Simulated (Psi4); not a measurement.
# GeS (germanium sulfide): B2PLYP/aug-cc-pVTZ (density fitting for correlation)

Aim: the energy change on altering one bond length of GeS (germanium sulfide) at B2PLYP/aug-cc-pVTZ (density fitting for correlation), from 2 runs. 

The results are computed with Psi4 1.11.

## (1) The molecule

GeS has 2 atoms, charge 0, and is taken as a singlet. SMILES: `[S+]#[Ge-]`. The bond length is the measured one.

Bond lengths: S1–Ge2 2.012 Å.

## (2) The energy at B2PLYP/aug-cc-pVTZ (density fitting for correlation)

ges.dat reads:

```
memory 1.6 GB

molecule {
  0 1
  S      0.00000000     0.00000000     0.00000000
  Ge     0.00000000     0.00000000     3.80229148
  units bohr
  symmetry c1
  no_reorient
  no_com
}

set globals {
  puream true
  e_convergence 1e-09
  d_convergence 1e-08
  scf_type pk
  dft_radial_points 99
  dft_spherical_points 590
  num_frozen_docc 14
}

e_tot, wfn = energy('b2plyp/aug-cc-pVTZ', return_wfn=True)
print_variables()
```

Launch:

```sh
$ psi4 -i ges.dat -o ges.out -n 1
```

ges.out:

```text
[...]
  Running in c1 symmetry.
[...]
  Nuclear repulsion =  134.655641918330787
[...]
  Multiplicity = 1
[...]
  Nalpha       = 24
  Nbeta        = 24
[...]
    Number of basis functions: 109
[...]
   @RKS iter   1: -2473.39978314864857   -2.66161e+00   1.96677e-02 ADIIS/DIIS
[...]
   @RKS iter  11: -2474.66407928637364   -1.63709e-11   4.13145e-09 DIIS
[...]
    Orbital Energies [Eh]
    ---------------------
    Doubly Occupied:
       1A   -401.501112     2A    -90.161681     3A    -50.801854
       4A    -45.141589     5A    -45.141589     6A    -45.138999
       7A     -8.351591     8A     -6.654118     9A     -6.195613
      10A     -6.195333    11A     -6.195333    12A     -4.743661
      13A     -4.743661    14A     -4.736160    15A     -1.423133
      16A     -1.423133    17A     -1.416958    18A     -1.416179
      19A     -1.416179    20A     -0.798821    21A     -0.512722
      22A     -0.325289    23A     -0.322601    24A     -0.322601
[...]
  @RKS Final Energy: -2474.66407928637364
   => Energetics <=
    Nuclear Repulsion Energy =            134.6556419183307867
    One-Electron Energy =               -3713.2433704781169581
    Two-Electron Energy =                1153.7532405798344826
    DFT Exchange-Correlation Energy =     -49.8295913064217615
    Empirical Dispersion Energy =           0.0000000000000000
    VV10 Nonlocal Energy =                  0.0000000000000000
    Total Energy =                      -2474.6640792863731804
[...]
 Multipole Moments:
 ------------------------------------------------------------------------------------
     Multipole            Electronic (a.u.)      Nuclear  (a.u.)        Total (a.u.)
 ------------------------------------------------------------------------------------
 L = 1.  Multiply by 2.5417464519 to convert [e a0] to [Debye]
 Dipole X            :         -0.0000000            0.0000000           -0.0000000
 Dipole Y            :          0.0000000            0.0000000            0.0000000
 Dipole Z            :       -120.7023829          121.6733274            0.9709444
 Magnitude           :                                                    0.9709444
[...]
```

It took 28 s on 1 thread of Intel Xeon Platinum 8488C (Sapphire Rapids), shared host; peak memory 1.3 GiB.

## (3) The distorted shape, same level

ges.in reads:

```
memory 1.6 GB

molecule {
  S      0.000000     0.000000    -1.006014
  Ge     0.000000     0.000000     2.012086
  units angstrom
  symmetry c1
  no_reorient
  no_com
}

set puream true
set e_convergence 1e-09
set d_convergence 1e-08
set scf_type pk
set dft_radial_points 99
set dft_spherical_points 590
set num_frozen_docc 14

e_tot, wfn = energy('b2plyp/aug-cc-pVTZ', return_wfn=True)
```

Launch:

```sh
$ psi4 -n 1 ges.in ges.out
```

ges.out:

```text
[...]
  Running in c1 symmetry.
[...]
  Nuclear repulsion =   89.771290501653368
[...]
  Multiplicity = 1
[...]
  Nalpha       = 24
  Nbeta        = 24
[...]
    Number of basis functions: 109
[...]
   @RKS iter   1: -2473.20135404192206   -3.12301e+00   1.93602e-02 DIIS/ADIIS
[...]
   @RKS iter  14: -2474.49743295262579   -1.77351e-11   3.06135e-09 DIIS
[...]
    Orbital Energies [Eh]
    ---------------------
    Doubly Occupied:
       1A   -401.583329     2A    -90.156952     3A    -50.880771
       4A    -45.220405     5A    -45.220405     6A    -45.218454
       7A     -8.337976     8A     -6.730105     9A     -6.184844
      10A     -6.180365    11A     -6.180365    12A     -4.818963
      13A     -4.818963    14A     -4.810843    15A     -1.498222
      16A     -1.498222    17A     -1.490536    18A     -1.490536
      19A     -1.488010    20A     -0.699147    21A     -0.565438
      22A     -0.278971    23A     -0.253486    24A     -0.253486
[...]
  @RKS Final Energy: -2474.49743295262579
   => Energetics <=
    Nuclear Repulsion Energy =             89.7712905016533682
    One-Electron Energy =               -3621.6489016751393137
    Two-Electron Energy =                1107.1119407998339739
    DFT Exchange-Correlation Energy =     -49.7317625789733384
    Empirical Dispersion Energy =           0.0000000000000000
    VV10 Nonlocal Energy =                  0.0000000000000000
    Total Energy =                      -2474.4974329526253314
[...]
 Multipole Moments:
 ------------------------------------------------------------------------------------
     Multipole            Electronic (a.u.)      Nuclear  (a.u.)        Total (a.u.)
 ------------------------------------------------------------------------------------
 L = 1.  Multiply by 2.5417464519 to convert [e a0] to [Debye]
 Dipole X            :          0.0000000            0.0000000            0.0000000
 Dipole Y            :         -0.0000000            0.0000000           -0.0000000
 Dipole Z            :        -88.6162258           91.2558724            2.6396466
 Magnitude           :                                                    2.6396466
[...]
```

Run time: 30 s. Hardware: 1 thread of Intel Xeon Platinum 8488C (Sapphire Rapids), shared host; peak memory 1.4 GiB.

## (4) What came out

At B2PLYP/aug-cc-pVTZ (density fitting for correlation), 14 core orbitals frozen:

| quantity | value |
| --- | --- |
| first shape: total energy | -2474.78017 Eh |
| first shape: HOMO energy (SCF part's orbitals) | -8.78 eV |
| first shape: LUMO energy (SCF part's orbitals) | -1.37 eV |
| first shape: HOMO–LUMO gap (SCF part's orbitals) | 7.41 eV |
| distorted shape: total energy | -2474.64413 Eh |
| distorted shape: HOMO energy (SCF part's orbitals) | -6.90 eV |
| distorted shape: LUMO energy (SCF part's orbitals) | -3.29 eV |
| distorted shape: HOMO–LUMO gap (SCF part's orbitals) | 3.60 eV |
| energy change with the S1–Ge2 bond stretched from 2.012 to 3.018 Å | 3.702 eV |

**Reading.** With the S1–Ge2 bond stretched from 2.012 to 3.018 Å the energy rises by 3.70 eV (357 kJ/mol). The first shape isn't relaxed at this level, so the change isn't measured from a minimum. A restricted reference can't describe the breaking bond well at this length.
